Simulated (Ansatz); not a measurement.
Crystal: NbTe.

```
Te Nb
1.0
     3.70297    0.00000    0.00000
    -1.85149    3.20687    0.00000
     0.00000    0.00000    3.69421
Te Nb
1 1
Direct
  0.66667 0.33333 0.00000
  0.00000 0.00000 0.50000
```

The cell comes from a database or a generator and needn't be the stable form of this composition.

```yaml
Program: Ansatz 0.2.0
Task: relaxation of cell and atoms
Functional: HSEsol
Potentials_or_basis: Ansatz PAW
Cutoff: "420 eV (not typed: the program's choice for these potentials)"
k_mesh: 4 × 4 × 4
Occupations: fermi-dirac, width 0.05 eV
Spin: no spin polarisation
```

At the start: volume 21.93 Å³/atom.

Where does the relaxation end?

It ends after 6 steps and the volume is 20.69 Å³/atom (-5.7 %); space group P-6m2 (No. 187, to 0.05 Å).

Step by step:
```tsv
step	energy change (eV)	largest force (eV/Å)	volume (Å³)
1	0.0000	0.0000	43.87
2	-0.0179	0.0000	39.34
3	-0.0706	0.0000	41.64
4	-0.0712	0.0000	41.35
5	-0.0715	0.0000	41.37
6	-0.0708	0.0000	41.37
```

Final structure:
```xyz
2
Lattice="3.6482 0.0000 0.0000 -1.8241 3.1595 0.0000 0.0000 0.0000 3.5892" Properties=species:S:1:pos:R:3 pbc="T T T"
Te    1.8241    1.0532    0.0000
Nb    0.0000    0.0000    1.7946
```

Caveat: the k mesh is coarse (spacing up to 0.49 Å⁻¹), so the values aren't converged, least of all with exact exchange; the plane-wave basis is chosen anew once the cell has moved, so the energies of steps on either side of that aren't comparable; the PAW data sets come from PBE, with cores solved anew for the run's functional, which leaves a small shift of forces and pressure.
